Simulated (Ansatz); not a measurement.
# One shape, several levels: triplet Si2H3OF

We compute a comparison of 6 runs (U-r2SCAN/def2-SVPD, U-revPBE/def2-SVPD, U-wB97M-V/def2-SVPD, UBHLYP/def2-SVPD, USVWN5/def2-SVPD, UCCSD/def2-SVPD) of triplet Si2H3OF. 

The calculation is run with Ansatz 0.2.0.

57 further runs of the same task are left out: 57 set aside as unsound or not needed.

**1. The molecule**

Si2H3OF: 7 atoms, total charge 0, spin state triplet. As SMILES of the parent species, `F[Si]O[SiH3]`. The shape is that of a PBE0-D4/def2-TZVP optimisation. This is one conformer, not always the lowest. That shape belongs to the parent species and isn't relaxed for this state.

Bond lengths: F1–Si2 1.617 Å, Si2–O3 1.630 Å, O3–Si4 1.657 Å, Si4–H5 1.482 Å, Si4–H6 1.483 Å, Si4–H7 1.483 Å. Angles: F1–Si2–O3 101.9°, Si2–O3–Si4 146.4°, O3–Si4–H5 107.7°, O3–Si4–H6 109.7°, O3–Si4–H7 109.7°, H5–Si4–H6 109.9°, H5–Si4–H7 109.9°, H6–Si4–H7 109.9°.

**2. The energy at U-r2SCAN/def2-SVPD (run 1)**

Input file input.yaml:

```yaml
crystal:
  periodic: [false, false, false]
  atoms:
    - {symbol: F, position_ang: [0.639300, -1.829500, 1.608700]}
    - {symbol: Si, position_ang: [-0.428700, -2.165500, 0.441500]}
    - {symbol: O, position_ang: [-0.538300, -0.736500, -0.334600]}
    - {symbol: Si, position_ang: [-0.025600, 0.837100, -0.406700]}
    - {symbol: H, position_ang: [-0.705100, 1.480700, -1.555500]}
    - {symbol: H, position_ang: [-0.385700, 1.537800, 0.850000]}
    - {symbol: H, position_ang: [1.444000, 0.875800, -0.603300]}
basis:
  gaussian: {orbitals: def2-SVPD}
magnetization: {spin_polarized: true, initial_magnetization: 2}
hamiltonian: {xc: r2scan}
accuracy: high
output: {orbitals: {seedname: orbitals}}
```

The run is started by

```console
ansatz run input.yaml --threads 1 --pin off --max-ram 3480MiB --events-out events.jsonl --progress --plain --runs-dir runs
```

The program printed:

```text
Warning: RAYON_NUM_THREADS=1 ignored (pool sized by the plan → 1); use --threads N
Functional definition: r2SCAN
  name "r2SCAN"
  parameter k0 = 0.174
  parameter k1 = 0.065
  parameter a1 = 4.9479
  exchange = r2scan_x(k0 = k0, k1 = k1, a1 = a1)
  correlation = r2scan_c
2284 factors; integrals over basis functions are off by at most 3.8e-9 eV
mean field evaluation 1: about -20548.8432 eV, gradient 4.5e1 eV
mean field evaluation 2: about -20497.4377 eV, gradient 1.1e2 eV
mean field evaluation 4: about -20555.4003 eV, gradient 1.2e1 eV
mean field evaluation 8: about -20555.8716 eV, gradient 4.2e-1 eV
mean field evaluation 16: about -20555.8725 eV, gradient 9.7e-5 eV
mean field -20555.87246353 eV, -755.4143797639 hartree, gradient 8.0e-8 eV, S^2 2.002399; 0 other end points of the search recorded, 0 dependent functions left out
reference -20555.87246800 eV, -755.4143799281 hartree; 25, 23 occupied and 93, 95 virtual orbitals, 2284 factors
Total energy: -20555.87246800 eV, -755.4143799281 hartree
```

Run time: 28 s. Hardware: 1 thread of Arm Neoverse V2, shared host; peak memory 0.56 GiB.

**3. A single-point energy at U-revPBE/def2-SVPD (run 2)**

Input file run.yaml:

```yaml
crystal:
  periodic: [false, false, false]
  atoms:
    - {symbol: F, position_ang: [0.639300, -1.829500, 1.608700]}
    - {symbol: Si, position_ang: [-0.428700, -2.165500, 0.441500]}
    - {symbol: O, position_ang: [-0.538300, -0.736500, -0.334600]}
    - {symbol: Si, position_ang: [-0.025600, 0.837100, -0.406700]}
    - {symbol: H, position_ang: [-0.705100, 1.480700, -1.555500]}
    - {symbol: H, position_ang: [-0.385700, 1.537800, 0.850000]}
    - {symbol: H, position_ang: [1.444000, 0.875800, -0.603300]}
basis:
  gaussian:
    orbitals: def2-SVPD
magnetization:
  spin_polarized: true
  initial_magnetization: 2
hamiltonian:
  xc: {name: revPBE}
accuracy: high
output:
  orbitals: {seedname: orbitals}
```

The run is started by

```console
ansatz run run.yaml --threads 1 --pin off --max-ram 3480MiB --events-out events.jsonl --progress --plain --runs-dir runs
```

The program printed:

```text
Warning: RAYON_NUM_THREADS=1 ignored (pool sized by the plan → 1); use --threads N
Functional definition: revPBE
  name "revPBE"
  parameter kappa = 1.245
  parameter beta = 0.06672455060314922
  exchange = pbe_x(kappa = kappa, mu = beta*pi^2/3)
  correlation = pbe_c(beta = beta)
2284 factors; integrals over basis functions are off by at most 3.8e-9 eV
mean field evaluation 1: about -20546.2481 eV, gradient 4.7e1 eV
mean field evaluation 2: about -20473.3024 eV, gradient 1.3e2 eV
mean field evaluation 4: about -20553.3417 eV, gradient 1.7e1 eV
mean field evaluation 8: about -20554.2996 eV, gradient 5.8e-1 eV
mean field evaluation 16: about -20554.3013 eV, gradient 1.0e-4 eV
mean field -20554.30128770 eV, -755.3566401170 hartree, gradient 9.6e-8 eV, S^2 2.001690; 0 other end points of the search recorded, 0 dependent functions left out
reference -20554.30129306 eV, -755.3566403141 hartree; 25, 23 occupied and 93, 95 virtual orbitals, 2284 factors
Total energy: -20554.30129306 eV, -755.3566403141 hartree
```

It took 14 s on 1 thread of Arm Neoverse V2, shared host; peak memory 0.4 GiB.

Runs 3 to 5 aren't shown in full; the table further down has their settings and results.

**4. The energy at UCCSD/def2-SVPD (run 6)**

Input file in.yaml:

```yaml
crystal:
  periodic: [false, false, false]
  atoms:
    - {symbol: F, position_ang: [0.639300, -1.829500, 1.608700]}
    - {symbol: Si, position_ang: [-0.428700, -2.165500, 0.441500]}
    - {symbol: O, position_ang: [-0.538300, -0.736500, -0.334600]}
    - {symbol: Si, position_ang: [-0.025600, 0.837100, -0.406700]}
    - {symbol: H, position_ang: [-0.705100, 1.480700, -1.555500]}
    - {symbol: H, position_ang: [-0.385700, 1.537800, 0.850000]}
    - {symbol: H, position_ang: [1.444000, 0.875800, -0.603300]}
basis:
  gaussian:
    orbitals: def2-SVPD
magnetization:
  spin_polarized: true
  initial_magnetization: 2
scf:
  omitted_lower_state_checks: [cluster_reference, increment]
correlation:
  method: ccsd
  frozen_orbitals: {F: 1, H: 0, O: 1, Si: 5}
accuracy: high
```

The run is started by

```console
ansatz run in.yaml --threads 1 --pin off --max-ram 3480MiB --events-out events.jsonl --progress --plain --runs-dir runs
```

The program printed:

```text
Warning: RAYON_NUM_THREADS=1 ignored (pool sized by the plan → 1); use --threads N
Functional definition: HF
  name "HF"
  exchange = exact_x
  correlation = 0
these checks for a lower state are left out or cut short: cluster_reference, increment
2284 factors; integrals over basis functions are off by at most 3.8e-9 eV
mean field evaluation 1: about -20503.5368 eV, gradient 2.8e1 eV
mean field evaluation 2: about -20503.5499 eV, gradient 2.8e1 eV
mean field evaluation 4: about -20507.3904 eV, gradient 3.1e0 eV
mean field evaluation 8: about -20507.5181 eV, gradient 2.7e-1 eV
mean field -20507.51930752 eV, -753.6374340555 hartree, gradient 5.8e-8 eV, S^2 2.002452; 0 other end points of the search recorded, 0 dependent functions left out
12 core orbitals not correlated: weight in the atoms' cores, before any rotation towards them, 1.000 or more for the frozen orbitals, at most 0.000 for the correlated occupied ones
reference -20507.51930752 eV, -753.6374340555 hartree; 13, 11 occupied and 93, 95 virtual orbitals, 2284 factors
second order -14.86372156 eV of doubles, -0.00000000 eV of singles
cycle   1  -15.12771455 eV  change   -2.6e-1 eV  update   1.1e-1
cycle   2  -15.56269931 eV  change   -4.3e-1 eV  update   3.3e-2
cycle   3  -15.69396066 eV  change   -1.3e-1 eV  update   1.9e-2
cycle   4  -15.68932950 eV  change    4.6e-3 eV  update   5.1e-3
cycle   5  -15.68669013 eV  change    2.6e-3 eV  update   2.5e-3
cycle   6  -15.68775037 eV  change   -1.1e-3 eV  update   9.2e-4
cycle   7  -15.68778723 eV  change   -3.7e-5 eV  update   4.0e-4
cycle   8  -15.68779165 eV  change   -4.4e-6 eV  update   1.6e-4
cycle   9  -15.68785474 eV  change   -6.3e-5 eV  update   7.7e-5
cycle  10  -15.68783268 eV  change    2.2e-5 eV  update   3.3e-5
cycle  11  -15.68783133 eV  change    1.3e-6 eV  update   1.6e-5
cycle  12  -15.68783814 eV  change   -6.8e-6 eV  update   8.3e-6
cycle  13  -15.68783885 eV  change   -7.2e-7 eV  update   4.4e-6
cycle  14  -15.68784086 eV  change   -2.0e-6 eV  update   2.2e-6
cycle  15  -15.68784162 eV  change   -7.6e-7 eV  update   1.0e-6
cycle  16  -15.68784144 eV  change    1.8e-7 eV  update   4.1e-7
cycle  17  -15.68784142 eV  change    2.0e-8 eV  update   1.7e-7
cycle  18  -15.68784144 eV  change   -2.0e-8 eV  update   8.9e-8
cycle  19  -15.68784144 eV  change   -6.3e-9 eV  update   4.6e-8
cycle  20  -15.68784147 eV  change   -2.1e-8 eV  update   2.9e-8
cycle  21  -15.68784124 eV  change    2.3e-7 eV  update   8.3e-8
cycle  22  -15.68784127 eV  change   -3.4e-8 eV  update   2.1e-8
cycle  23  -15.68784127 eV  change    3.1e-9 eV  update   7.8e-9
cycle  24  -15.68784127 eV  change   -1.2e-9 eV  update   3.8e-9
cycle  25  -15.68784127 eV  change  -9.4e-10 eV  update   1.7e-9
Total energy: -20523.20714879 eV, -754.2139515886 hartree
Checks for a lower state left out: cluster_reference, increment
```

Wall time 1.9 min (1 thread of Arm Neoverse V2, shared host); peak memory 2.2 GiB.

**5. The series**

```tsv
run	level	frozen core orbitals	energy (Eh)	HOMO energy (eV)	⟨S²⟩	wall time
1	U-r2SCAN/def2-SVPD	–	-755.414380	-3.98	2.002	28 s
2	U-revPBE/def2-SVPD	–	-755.356640	-3.65	2.002	14 s
3	U-wB97M-V/def2-SVPD	–	-755.442578	-6.44	2.001	2.1 min
4	UBHLYP/def2-SVPD	–	-755.470441	-5.73	2.002	17 s
5	USVWN5/def2-SVPD	–	-752.039895	-3.64	2.001	7.5 s
6	UCCSD/def2-SVPD	12	-754.213952	–	2.002	1.9 min
```

**6. What came out**

| quantity | value |
| --- | --- |
| run 6: total energy | -754.21395 Eh |
| run 6: correlation energy (12 core orbitals frozen) | -576.5 mEh |
| run 6: ⟨S²⟩ of the reference determinant | 2.002 |
| run 6: T1 diagnostic | 0.016 |

Totals of different functionals can't be ranked against each other. All runs together took 5.1 min, the longest 2.1 min.
